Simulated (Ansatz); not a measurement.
# HgPt: LAPW beside PAW

Does the method matter for HgPt? The same cell, functional and mesh are run with all-electron LAPW, PAW on the default files and datasets made for this crystal.

Computed with Ansatz 0.2.0 (DFT LDA, scalar-relativistic, unless a step's input says otherwise).

**1. The starting structure**

Symmetry: P4/mmm, No. 123, tetragonal system. Conventional cell: a = 2.971 Å, b = 2.971 Å, c = 3.825 Å, α = 90.00°, β = 90.00°, γ = 90.00°. Hg (site symmetry 4/mmm) is surrounded by 8 Pt at 2.84 Å and 4 Hg at 2.97 Å. Around Pt (site symmetry 4/mmm) lie 8 Hg at 2.84 Å and 4 Pt at 2.97 Å.

Structure file:

```xyz
2
Lattice="2.9710 0.0000 0.0000 0.0000 2.9710 0.0000 0.0000 0.0000 3.8250" Properties=species:S:1:pos:R:3 pbc="T T T"
Hg    0.0000    0.0000    0.0000
Pt    1.4855    1.4855    1.9125
```

The structure is an experimental refinement, used without relaxation.

Atoms are numbered in the order of the input: Hg1, Pt2.

**2. All-electron LAPW**

File input.yaml:

```yaml
crystal:
  lattice:
    - [2.971, 0.0, 0.0]
    - [0.0, 2.971, 0.0]
    - [0.0, 0.0, 3.825]
  atoms:
    - { symbol: Hg, position: [0.0, 0.0, 0.0] }
    - { symbol: Pt, position: [0.5, 0.5, 0.5] }
kpoints:
  mp_grid: { grid: [12, 12, 10] }
  band_path:
    path:
      - [0.0, 0.0, 0.0]
      - [0.0, 0.5, 0.0]
      - [0.5, 0.5, 0.0]
      - [0.0, 0.0, 0.0]
      - [0.0, 0.0, 0.5]
      - [0.0, 0.5, 0.5]
      - [0.5, 0.5, 0.5]
      - [0.0, 0.0, 0.5]
      - [0.0, 0.5, 0.0]
    npoints: 14
scf:
  occupations: { method: fermi_dirac, width: 0.03 }
hamiltonian:
  xc: lda
  pseudopotentials: { kind: all_electron, lapw: { basis_error: 0.0005 } }
output:
  forces: true
  stress: true
  eigenvalues: true
  populations: true
  dos: { projected: true, de: 0.2, e_range: [-14, 8] }
```

Launch:

```
$ ansatz run input.yaml --threads 1 --pin off --max-ram 3072MiB --backend cpu --events-out ev --progress --plain --runs-dir out
```

**3. PAW on the default files**

Edit input.yaml of step 2 so:

```diff
@@ -26,3 +26,3 @@
   xc: lda
-  pseudopotentials: { kind: all_electron, lapw: { basis_error: 0.0005 } }
+  pseudopotentials: { kind: paw }
 output:
@@ -31,3 +31,9 @@
   eigenvalues: true
+  efg: { contact_densities: true }
   populations: true
+  bader: true
   dos: { projected: true, de: 0.2, e_range: [-14, 8] }
+  write_density: true
+  write_potential: true
+  elf: true
+  volumetric_format: npy
```

**4. Datasets made for this crystal**

Edit input.yaml of step 3 so:

```diff
@@ -21,3 +21,3 @@
       - [0.0, 0.5, 0.0]
-    npoints: 14
+    npoints: 8
 scf:
@@ -26,3 +26,3 @@
   xc: lda
-  pseudopotentials: { kind: paw }
+  pseudopotentials: { kind: all_electron, datasets: crystal }
 output:
@@ -32,8 +32 @@
   efg: { contact_densities: true }
-  populations: true
-  bader: true
-  dos: { projected: true, de: 0.2, e_range: [-14, 8] }
-  write_density: true
-  write_potential: true
-  elf: true
-  volumetric_format: npy
```

(Steps that only read results are left out.)

Q: Predict the outcome of this session. Wanted: pressure; gap; Bader charges.

**Answer**, as computed:

| quantity | value |
| --- | --- |
| pressure | LAPW -1.65, PAW -1.67, crystal datasets -1.65 GPa |
| gap (LAPW) | none |
| Bader charges (PAW) | Hg1 +0.23, Pt2 -0.23 e |

In words: At this geometry the cell is under tension of 1.7 GPa, so it would shrink if let go. Bands cross the Fermi level: the crystal is a metal at this level. Within 0.3 eV of the Fermi level the largest projected share is Pt 5d (57 %). The projection holds only the free atom's occupied shells (Hg 6s, Hg 5d, Pt 6s, Pt 5d in this range). The field gradient at Hg1, the largest by crystal datasets, is -11.11 by PAW and -11.09 by crystal datasets (10²¹ V/m²), within 5 %. No spin–orbit coupling: at heavy atoms the gradients can be off by tens of per cent for that reason. In pressure, PAW differs from LAPW by -0.02 GPa. The price, with the outputs that each input asks for: 82 s for LAPW against 17 s for PAW, about 5 to one. Spin-orbit coupling is left out, though the cell holds Hg; in elements this heavy it can shift bands and gaps by tenths of an eV.
